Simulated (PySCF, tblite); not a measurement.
**C3H5BF4NO radical, a radical with neighbours: infrared bands, interaction energy and EPR parameters**

What infrared bands, interaction energy and EPR parameters should one expect for `C/N=C/C=[O+]` with `F[B-](F)(F)F`?

Programs: tblite 0.8.0 and PySCF 2.14.0. All values are calculated, for the isolated system unless a continuum is named. Atoms count from 0, parts from 1.

## 1. Starting point

15 atoms, charge 0, multiplicity 2; geometry: rigid parts in contact. Parts: 1 = atoms 0–9, `C/N=C/C=[O+]`, charge 1; 2 = atoms 10–14, `F[B-](F)(F)F`, charge -1.

## 2. Bringing the parts together with GFN2-xTB

What the job is given:

```
{"job": {"kind": "dock", "xc": "GFN2-xTB", "basis": "xTB"}, "charge": 0, "multiplicity": 2, "parts": [{"atoms": "0-9", "charge": 1, "multiplicity": 2}, {"atoms": "10-14", "charge": -1, "multiplicity": 1}]}
C     -1.414201    -0.237848    -0.323263
N     -0.640689     0.270540     0.677380
C      0.563593     0.441621     0.886846
C      1.588390     0.019604    -0.176634
O      1.259108    -0.473376    -1.198624
H     -2.008783    -1.075971     0.060568
H     -2.114111     0.530769    -0.673320
H     -0.794393    -0.589438    -1.179384
H      0.934674     0.884657     1.801973
H      2.626411     0.229440     0.124456
F      0.512537     2.589598    -0.568668
B      0.363760     3.408308     0.544579
F     -0.775739     3.033280     1.246495
F      0.240806     4.730488     0.134095
F      1.477439     3.280039     1.366243
```

With the program's defaults for keys left out, this is: GFN2-xTB search for minima from random contacts, gas phase.

On the command line:

```
$ OMP_NUM_THREADS=1 python cluster_run.py task.json out
```

The driver reads the jobs from task.json and runs them one after another.

**Question.** The jobs that follow are: GFN2-xTB harmonic vibrations, gas phase; PBE0-D3(BJ)/def2-SVP interaction energy, counterpoise and uncorrected, gas phase; UKS B3LYP, pcH-1 on B C F H N O, non-relativistic, mean-field spin-orbit, GIAO; UKS BHandHLYP, pcH-1 on B C F H N O, non-relativistic, mean-field spin-orbit, GIAO; revPBE-D3(BJ)/def2-SVP interaction energy, counterpoise and uncorrected, gas phase; BP86/6-31G interaction energy, counterpoise and uncorrected, gas phase; PBE0-D3(BJ)/def2-SVP interaction energy, counterpoise and uncorrected, gas phase. Predict: binding energy (GFN2-xTB); strongest single infrared mode (GFN2-xTB); interaction energy, counterpoise (PBE0-D3(BJ)/def2-SVP); superposition error; binding energy (with deformation); ΔG of binding, 298 K, 1 atm (xTB thermal terms); g(iso) (B3LYP); ⟨S²⟩; largest a(iso). Thermal terms come from harmonic xTB runs on each species.

As calculated:

| quantity | value |
| --- | --- |
| binding energy (GFN2-xTB) | -100.6 kcal/mol (rough: tight binding is poor for bare ions) |
| strongest single infrared mode (GFN2-xTB) | 1163 cm⁻¹ |
| interaction energy, counterpoise (PBE0-D3(BJ)/def2-SVP) | -111.5 kcal/mol |
| superposition error | 8.55 kcal/mol |
| binding energy (with deformation) | -102.6 kcal/mol |
| ΔG of binding, 298 K, 1 atm (xTB thermal terms) | -89.6 kcal/mol |
| g(iso) (B3LYP) | 2.00341 |
| ⟨S²⟩ | 0.756 (exact 0.75) |
| largest a(iso) | 1H on H9, 187.5 MHz |
| range of the interaction energy over the runs of this table | -111.9 to -107.6 kcal/mol |

**Reading.** At its xTB geometry the search ends with the contact C3···F10 (inside the van der Waals sum, 2.01 Å); 4 starts can't prove it the lowest minimum. At GFN2-xTB the lowest mode is imaginary (37i cm⁻¹), so the geometry is not a minimum there. The attractive terms split as electrostatic 75 %, orbital 23 %, dispersion 2 %, against 42.32 kcal/mol of Pauli repulsion. With harmonic xTB thermal terms the free energy of binding in the gas phase is about -89.6 kcal/mol; soft modes make that rough, and the xTB geometry has an imaginary mode. The geometry is that of tight binding, not a minimum at this level, so the binding values are rough. N1 carries the largest spin population, 0.50 e. The isotropic g lies 1.1 ppt above the free-electron value. The interaction energy runs from -111.9 (revPBE-D3(BJ)/def2-SVP) to -107.6 kcal/mol (BP86/6-31G). Some runs hold a dispersion term and some don't. The coupling of 1H on H9 runs from 151.0 (BHandHLYP/pcH-1) to 187.5 MHz (B3LYP/pcH-1).
